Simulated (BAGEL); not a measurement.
# HF/STO-3G (density fitting with qzvpp-jkfit) run of GeH2Cl2 (SMILES [H][Ge]([H])([Cl])[Cl])

What is the vertical ionisation energy of GeH2Cl2 at HF/STO-3G (density fitting with qzvpp-jkfit)? 

The calculation is run with BAGEL 1.2.2.

7 further runs of the same task are left out: 4 that didn't finish, 3 set aside as unsound or not needed. Runs told in other sessions of the task aren't counted.

### 1 The system as given

GeH2Cl2 has 5 atoms, charge 0, and is taken as a singlet. As SMILES, `[H][Ge]([H])([Cl])[Cl]`. The shape comes from GFN2-xTB, which is rough for such elements, and wasn't checked as a minimum.

Bond lengths: Ge1–Cl2 2.097 Å, Ge1–Cl3 2.098 Å, Ge1–H4 1.513 Å, Ge1–H5 1.513 Å. Angles: Cl2–Ge1–Cl3 108.2°, Cl2–Ge1–H4 109.3°, Cl2–Ge1–H5 109.4°, Cl3–Ge1–H4 109.5°, Cl3–Ge1–H5 109.4°, H4–Ge1–H5 111.0°.

### 2 A single-point energy at HF/STO-3G (density fitting with qzvpp-jkfit)

The input, input.json:

```json
{ "bagel" : [

{
  "title" : "molecule",
  "basis" : "sto-3g",
  "df_basis" : "qzvpp-jkfit",
  "angstrom" : "true",
  "geometry" : [
    { "atom" : "Ge", "xyz" : [   -0.121530,    0.000260,   -0.085600 ] },
    { "atom" : "Cl", "xyz" : [   -0.089600,   -0.019950,    2.010860 ] },
    { "atom" : "Cl", "xyz" : [    1.860500,    0.013760,   -0.772650 ] },
    { "atom" : "H", "xyz" : [   -0.829210,    1.249870,   -0.563110 ] },
    { "atom" : "H", "xyz" : [   -0.820160,   -1.243940,   -0.589510 ] }
  ]
},
{ "title" : "hf" },
{ "title" : "print", "file" : "orbitals.molden", "orbitals" : "true" }

]}
```

Run with:

```bash
$ BAGEL_NUM_THREADS=1 BAGEL input.json > input.out
```

The log of the run:

```text
* using 1 threads per process

  ===============================================================
  ===============================================================

  *** Geometry ***

  { "atom" : "Ge", "xyz" : [     -0.229658,      0.000491,     -0.161761 ] },
  { "atom" : "Cl", "xyz" : [     -0.169319,     -0.037700,      3.799975 ] },
  { "atom" : "Cl", "xyz" : [      3.515835,      0.026003,     -1.460097 ] },
  { "atom" : "H", "xyz" : [     -1.566980,      2.361912,     -1.064124 ] },
  { "atom" : "H", "xyz" : [     -1.549878,     -2.350706,     -1.114012 ] },

  Number of auxiliary basis functions:      558

  Since a DF basis is specified, we compute 2- and 3-index integrals:
    o Being stored without compression. Storage requirement is 0.006 GB

  Number of basis functions:       38
  Number of electrons      :       68

    * METHOD: MOLECULE                             0.25

  *** RHF ***

  === Nuclear Repulsion ===
   354.2384144960

      * DIIS with orbital gradients will be used.

  === RHF iteration (sto-3g) ===
      0      -2962.14481134          0.00717586           0.04
      1      -2962.19340401          0.00109156           0.04
      2      -2962.19472308          0.00034606           0.04
      3      -2962.19488851          0.00004220           0.04
      4      -2962.19489073          0.00000610           0.04
      5      -2962.19489078          0.00000079           0.04
      6      -2962.19489078          0.00000020           0.04
      7      -2962.19489078          0.00000002           0.04
      8      -2962.19489078          0.00000000           0.04
    * SCF iteration converged.

    * Permanent dipole moment:
           (    0.965823,    -0.002877,     0.677364) a.u.

    * METHOD: HF                                   0.48

    * METHOD: PRINT                                0.00

  ===============================================================
```

It took 0.93 s on 1 thread of Intel Xeon at 2.60GHz (Ice Lake), shared host; peak memory 0.084 GiB.

### 3 The doublet cation at the same level

The input, input.json:

```json
{ "bagel": [

{
  "title": "molecule",
  "basis": "sto-3g",
  "df_basis": "qzvpp-jkfit",
  "angstrom": "true",
  "geometry": [
    { "atom": "Ge", "xyz": [   -0.121530,    0.000260,   -0.085600 ] },
    { "atom": "Cl", "xyz": [   -0.089600,   -0.019950,    2.010860 ] },
    { "atom": "Cl", "xyz": [    1.860500,    0.013760,   -0.772650 ] },
    { "atom": "H", "xyz": [   -0.829210,    1.249870,   -0.563110 ] },
    { "atom": "H", "xyz": [   -0.820160,   -1.243940,   -0.589510 ] }
  ]
},
{
  "title": "uhf",
  "charge": 1,
  "nopen": 1
},
{
  "title": "print",
  "file": "orbitals.molden",
  "orbitals": "true"
}

]}
```

Run with:

```bash
$ BAGEL_NUM_THREADS=1 BAGEL input.json > input.out
```

The log of the run:

```text
* using 1 threads per process

  ===============================================================
  ===============================================================

  *** Geometry ***

  { "atom" : "Ge", "xyz" : [     -0.229658,      0.000491,     -0.161761 ] },
  { "atom" : "Cl", "xyz" : [     -0.169319,     -0.037700,      3.799975 ] },
  { "atom" : "Cl", "xyz" : [      3.515835,      0.026003,     -1.460097 ] },
  { "atom" : "H", "xyz" : [     -1.566980,      2.361912,     -1.064124 ] },
  { "atom" : "H", "xyz" : [     -1.549878,     -2.350706,     -1.114012 ] },

  Number of auxiliary basis functions:      558

  Since a DF basis is specified, we compute 2- and 3-index integrals:
    o Being stored without compression. Storage requirement is 0.006 GB

  Number of basis functions:       38
  Number of electrons      :       68

    * METHOD: MOLECULE                             0.22

  *** Open-shell HF ***

  === Nuclear Repulsion ===
   354.2384144960

      * DIIS with orbital gradients will be used.

  === UHF iteration (sto-3g) ===
      0      -2961.67353509          0.02171374           0.08
      1      -2961.79461859          0.00672619           0.08
      2      -2961.80535999          0.00201462           0.08
      3      -2961.80783660          0.00150091           0.08
      4      -2961.81035142          0.00065624           0.08
      5      -2961.81108908          0.00019933           0.08
      6      -2961.81123479          0.00007885           0.07
      7      -2961.81126136          0.00005132           0.07
      8      -2961.81126836          0.00006059           0.07
      9      -2961.81125925          0.00002444           0.08
     10      -2961.81126304          0.00000825           0.08
     11      -2961.81126409          0.00000251           0.08
     12      -2961.81126410          0.00000121           0.08
     13      -2961.81126410          0.00000086           0.08
     14      -2961.81126410          0.00000085           0.08
     15      -2961.81126411          0.00000083           0.07
     16      -2961.81126411          0.00000081           0.08
     17      -2961.81126413          0.00000078           0.08
     18      -2961.81126414          0.00000077           0.08
     19      -2961.81126415          0.00000076           0.08
     20      -2961.81126415          0.00000076           0.08
     21      -2961.81126415          0.00000076           0.09
     22      -2961.81126415          0.00000076           0.08
     23      -2961.81126416          0.00000075           0.08
     24      -2961.81126416          0.00000075           0.08
     25      -2961.81126416          0.00000075           0.07
     26      -2961.81126415          0.00000075           0.08
     27      -2961.81126415          0.00000074           0.08
     28      -2961.81126411          0.00000066           0.08
     29      -2961.81126408          0.00000055           0.08
     30      -2961.81126407          0.00000035           0.08
     31      -2961.81126407          0.00000033           0.08
     32      -2961.81126407          0.00000029           0.08
     33      -2961.81126407          0.00000019           0.08
     34      -2961.81126407          0.00000009           0.08
     35      -2961.81126407          0.00000006           0.08
     36      -2961.81126407          0.00000004           0.08
     37      -2961.81126407          0.00000003           0.08
     38      -2961.81126407          0.00000003           0.08
     39      -2961.81126407          0.00000003           0.08
     40      -2961.81126407          0.00000002           0.08
     41      -2961.81126407          0.00000002           0.08
     42      -2961.81126407          0.00000002           0.08
     43      -2961.81126407          0.00000001           0.08
     44      -2961.81126407          0.00000001           0.08
     45      -2961.81126407          0.00000001           0.08
     46      -2961.81126407          0.00000001           0.08
     47      -2961.81126407          0.00000001           0.08
     48      -2961.81126407          0.00000001           0.08
     49      -2961.81126407          0.00000001           0.08
    * SCF iteration converged.

    * S^2 (UHF) is 0.7630

    * Permanent dipole moment:
           (    0.893415,    -0.004252,     0.626918) a.u.

    * METHOD: UHF                                  4.01

    * METHOD: PRINT                                0.00

  ===============================================================
```

Run time: 4.5 s. Hardware: 1 thread of Intel Xeon at 2.60GHz (Ice Lake), shared host; peak memory 0.086 GiB.

### 4 Results

Level: HF/STO-3G (density fitting with qzvpp-jkfit).

| quantity | value |
| --- | --- |
| singlet GeH2Cl2: total energy | -2962.19489 Eh |
| singlet GeH2Cl2: dipole moment | 3.00 D |
| singlet GeH2Cl2: HOMO energy | -10.61 eV |
| singlet GeH2Cl2: LUMO energy | 7.84 eV |
| singlet GeH2Cl2: HOMO–LUMO gap | 18.45 eV |
| doublet cation: total energy | -2961.81126 Eh |
| doublet cation: ⟨S²⟩ | 0.763 |
| vertical ionisation energy (to the doublet cation) | 10.439 eV |

**Reading.** Removing an electron at fixed nuclei costs 10.44 eV (241 kcal/mol). −ε(HOMO) before ionisation, 10.61 eV, is 0.17 eV above this ionisation energy. In a minimal basis such a difference can be off by several eV, whatever the method.
